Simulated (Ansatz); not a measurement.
ClGe (charge +1), a search for lower mean-field states

With Ansatz 0.2.0, Python API.

Run as a notebook:

In [1]:
```python
import ansatz as az
import numpy as np
```

In [2]:
```python
geometry_ang = [
    ("Ge", [0.0, 0.0, 0.0]),
    ("Cl", [0.0, 0.0, 2.23]),
]
geometry = az.Crystal.molecule()
for symbol, xyz in geometry_ang:
    geometry = geometry.atom(symbol, xyz)
symbols = [site.symbol for site in geometry.cartesian_sites]

start = np.array([site.position_ang for site in geometry.cartesian_sites])
for factor in [1.0, 1.5]:
    xyz = (start - start.mean(axis=0)) * factor
    scaled = az.Crystal.molecule()
    for symbol, place in zip(symbols, xyz):
        scaled = scaled.atom(symbol, place.tolist())
    job = (
        scaled.calculation()
        .basis(gaussian="def2-TZVP")
        .functional("PBE")
        .charge(1)
        .spin("collinear")
    )
    for search in ("off", "standard"):
        try:
            report = job.scf(lower_state_search=search).run().report
        except az.AnsatzError as error:
            print(f"x{factor} search {search}: {type(error).__name__}")
            continue
        state = report["mean_field"]["state"]
        print(f"all distances x{factor}, search {search:8s} E = {report['free_energy_ev']:.5f} eV  <S^2> = {abs(state['spin_squared']):.3f}  other states met: {len(report['mean_field']['others'])}")
```
```text
all distances x1.0, search off      E = -69020.20288 eV  <S^2> = 0.000  other states met: 0
all distances x1.0, search standard E = -69020.20288 eV  <S^2> = 0.000  other states met: 0
all distances x1.5, search off      E = -69016.65781 eV  <S^2> = 0.000  other states met: 0
all distances x1.5, search standard E = -69016.68699 eV  <S^2> = 0.288  other states met: 12
```

Notes:
- Total energies depend on the basis set; only differences at equal settings carry meaning.
- The count of other states can hold repeated and symmetry-equivalent ends of the search; scaling all distances is a test, and for more than two atoms no physical path.
- The expectation value of S² is noticeably off S(S+1) in at least one run, so that state is spin-contaminated.
- The spin state was assumed, and another may lie lower.
- It ran for 17 s on 1 thread of Arm Neoverse V2, with other jobs on the host, peak memory 0.22 GiB.
